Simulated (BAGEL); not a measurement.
**C2H2FSi (SMILES C#C[SiH]F) at UHF/6-31G(d) (density fitting with qzvpp-jkfit, spherical functions)**

Aim: the vertical electron affinity of C2H2FSi at UHF/6-31G* (density fitting with qzvpp-jkfit, spherical functions), from 2 runs. 

The calculation is run with BAGEL 1.2.2.

1 further run of the same task is left out (set aside as unsound or not needed). Runs told in other sessions of the task aren't counted.

### 1 The structure to begin with

The species is C2H2FSi (6 atoms), meant as a doublet with charge 0. SMILES: `C#C[SiH]F`. The coordinates come from a PBE0-D4/def2-TZVP relaxation.

Bond lengths: C1–C2 1.209 Å, C2–Si3 1.806 Å, Si3–F4 1.599 Å, C1–H5 1.066 Å, Si3–H6 1.485 Å. Angles: C1–C2–Si3 173.2°, C2–Si3–F4 109.8°, C2–C1–H5 179.1°, C2–Si3–H6 111.2°, F4–Si3–H6 108.3°.

### 2 A single-point energy at UHF/6-31G(d) (density fitting with qzvpp-jkfit, spherical functions)

File hf.json:

```json
{ "bagel": [

{
  "title": "molecule",
  "basis": "6-31gs.json",
  "df_basis": "qzvpp-jkfit",
  "angstrom": true,
  "geometry": [
    { "atom": "C", "xyz": [       0.118100,      -0.680000,      -1.605700 ] },
    { "atom": "C", "xyz": [       0.120400,      -0.213700,      -0.490100 ] },
    { "atom": "Si", "xyz": [       0.338300,       0.466700,       1.168800 ] },
    { "atom": "F", "xyz": [      -0.478000,      -0.412300,       2.226800 ] },
    { "atom": "H", "xyz": [       0.100300,      -1.089200,      -2.590300 ] },
    { "atom": "H", "xyz": [      -0.157100,       1.864400,       1.244300 ] }
  ]
},

{ "title": "uhf", "nopen": 1 },

{ "title": "print", "file": "orbitals.molden", "orbitals": true }

]}
```

The basis set 6-31G* is read from a file made from the Basis Set Exchange's data (not shown).

Started as:

```sh
BAGEL_NUM_THREADS=1 BAGEL hf.json > hf.out
```

Log:

```text
* using 1 threads per process

  ===============================================================
  ===============================================================

  *** Geometry ***

  { "atom" : "C", "xyz" : [      0.223177,     -1.285014,     -3.034333 ] },
  { "atom" : "C", "xyz" : [      0.227523,     -0.403834,     -0.926155 ] },
  { "atom" : "Si", "xyz" : [      0.639294,      0.881935,      2.208712 ] },
  { "atom" : "F", "xyz" : [     -0.903289,     -0.779134,      4.208042 ] },
  { "atom" : "H", "xyz" : [      0.189540,     -2.058290,     -4.894958 ] },
  { "atom" : "H", "xyz" : [     -0.296876,      3.523205,      2.351386 ] },

  Number of auxiliary basis functions:      391

  Since a DF basis is specified, we compute 2- and 3-index integrals:
    o Being stored without compression. Storage requirement is 0.013 GB

  Number of basis functions:       64
  Number of electrons      :       37

    * METHOD: MOLECULE                             0.14

  *** Open-shell HF ***

  === Nuclear Repulsion ===
   130.5760007012

      * DIIS with orbital gradients will be used.

  === UHF iteration (6-31gs.json) ===
      0       -465.01580126          0.04543080           0.07
      1       -465.15541180          0.02645831           0.07
      2       -465.19260841          0.01548156           0.07
      3       -465.21128269          0.00173022           0.07
      4       -465.21197640          0.00088576           0.07
      5       -465.21220590          0.00027909           0.07
      6       -465.21227179          0.00011902           0.07
      7       -465.21231998          0.00006554           0.07
      8       -465.21237629          0.00004637           0.07
      9       -465.21243162          0.00003856           0.07
     10       -465.21250222          0.00003213           0.07
     11       -465.21260036          0.00002361           0.07
     12       -465.21266939          0.00002000           0.07
     13       -465.21273232          0.00001444           0.07
     14       -465.21278486          0.00001007           0.07
     15       -465.21280412          0.00000558           0.07
     16       -465.21281097          0.00000473           0.07
     17       -465.21281958          0.00000450           0.07
     18       -465.21282424          0.00000343           0.07
     19       -465.21282860          0.00000289           0.07
     20       -465.21283007          0.00000206           0.07
     21       -465.21282998          0.00000171           0.07
     22       -465.21282978          0.00000139           0.07
     23       -465.21283000          0.00000104           0.07
     24       -465.21283022          0.00000070           0.07
     25       -465.21283023          0.00000040           0.07
     26       -465.21283022          0.00000028           0.07
     27       -465.21283025          0.00000020           0.07
     28       -465.21283026          0.00000011           0.07
     29       -465.21283026          0.00000006           0.07
     30       -465.21283026          0.00000003           0.07
     31       -465.21283026          0.00000001           0.07
     32       -465.21283026          0.00000001           0.07
    * SCF iteration converged.

    * S^2 (UHF) is 0.8362

    * Permanent dipole moment:
           (   -0.379360,    -0.152373,     0.703798) a.u.

    * METHOD: UHF                                  2.33

    * METHOD: PRINT                                0.01

  ===============================================================
```

Wall time 2.6 s (1 thread of Arm Neoverse V1, shared host); peak memory 0.082 GiB.

### 3 The singlet anion at the same level

File input.json:

```json
{ "bagel" : [

{
  "title" : "molecule",
  "basis" : "6-31gs.json",
  "df_basis" : "qzvpp-jkfit",
  "angstrom" : true,
  "geometry" : [
    { "atom" : "C", "xyz" : [       0.118100,      -0.680000,      -1.605700 ] },
    { "atom" : "C", "xyz" : [       0.120400,      -0.213700,      -0.490100 ] },
    { "atom" : "Si", "xyz" : [       0.338300,       0.466700,       1.168800 ] },
    { "atom" : "F", "xyz" : [      -0.478000,      -0.412300,       2.226800 ] },
    { "atom" : "H", "xyz" : [       0.100300,      -1.089200,      -2.590300 ] },
    { "atom" : "H", "xyz" : [      -0.157100,       1.864400,       1.244300 ] }
  ]
},

{ "title" : "hf", "charge" : -1 },

{ "title" : "print", "file" : "orbitals.molden", "orbitals" : true }

]}
```

The basis set 6-31G* is read from a file made from the Basis Set Exchange's data (not shown).

Started as:

```sh
BAGEL_NUM_THREADS=1 BAGEL input.json > input.out
```

Log:

```text
* using 1 threads per process

  ===============================================================
  ===============================================================

  *** Geometry ***

  { "atom" : "C", "xyz" : [      0.223177,     -1.285014,     -3.034333 ] },
  { "atom" : "C", "xyz" : [      0.227523,     -0.403834,     -0.926155 ] },
  { "atom" : "Si", "xyz" : [      0.639294,      0.881935,      2.208712 ] },
  { "atom" : "F", "xyz" : [     -0.903289,     -0.779134,      4.208042 ] },
  { "atom" : "H", "xyz" : [      0.189540,     -2.058290,     -4.894958 ] },
  { "atom" : "H", "xyz" : [     -0.296876,      3.523205,      2.351386 ] },

  Number of auxiliary basis functions:      391

  Since a DF basis is specified, we compute 2- and 3-index integrals:
    o Being stored without compression. Storage requirement is 0.013 GB

  Number of basis functions:       64
  Number of electrons      :       37

    * METHOD: MOLECULE                             0.14

  *** RHF ***

  === Nuclear Repulsion ===
   130.5760007012

      * DIIS with orbital gradients will be used.

  === RHF iteration (6-31gs.json) ===
      0       -465.00332044          0.02287512           0.04
      1       -465.14632317          0.01252005           0.03
      2       -465.19383623          0.00193179           0.03
      3       -465.19593627          0.00062911           0.03
      4       -465.19617038          0.00017159           0.03
      5       -465.19621844          0.00006685           0.04
      6       -465.19622561          0.00003964           0.03
      7       -465.19622729          0.00002238           0.03
      8       -465.19622812          0.00001039           0.03
      9       -465.19622831          0.00000403           0.03
     10       -465.19622833          0.00000167           0.03
     11       -465.19622833          0.00000065           0.03
     12       -465.19622833          0.00000029           0.03
     13       -465.19622833          0.00000016           0.03
     14       -465.19622833          0.00000008           0.03
     15       -465.19622833          0.00000004           0.03
     16       -465.19622833          0.00000003           0.03
     17       -465.19622833          0.00000001           0.03
     18       -465.19622833          0.00000001           0.03
    * SCF iteration converged.

    * Permanent dipole moment:
           (    0.932082,     0.463754,     0.945623) a.u.

    * METHOD: HF                                   0.77

    * METHOD: PRINT                                0.01

  ===============================================================
```

Wall time 1.1 s (1 thread of Arm Neoverse V1, shared host); peak memory 0.082 GiB.

### 4 What came out

At UHF/6-31G* (density fitting with qzvpp-jkfit, spherical functions):

```
                                                            quantity          value
                                       doublet C2H2FSi: total energy  -465.21283 Eh
                                      doublet C2H2FSi: dipole moment         2.07 D
                                               doublet C2H2FSi: ⟨S²⟩          0.836
                                         singlet anion: total energy  -465.19623 Eh
                                          singlet anion: HOMO energy       -0.53 eV
                                          singlet anion: LUMO energy        8.90 eV
singlet anion: HOMO–LUMO gap (to an unbound level, set by the basis)        9.43 eV
                   vertical electron affinity (to the singlet anion)      -0.452 eV
```

In words: The anion lies 0.45 eV (43.6 kJ/mol) above the neutral: the electron isn't bound at this level, and such a value depends on the basis. Without diffuse functions anions come out too high. Hartree–Fock misses the correlation that binds many anions.
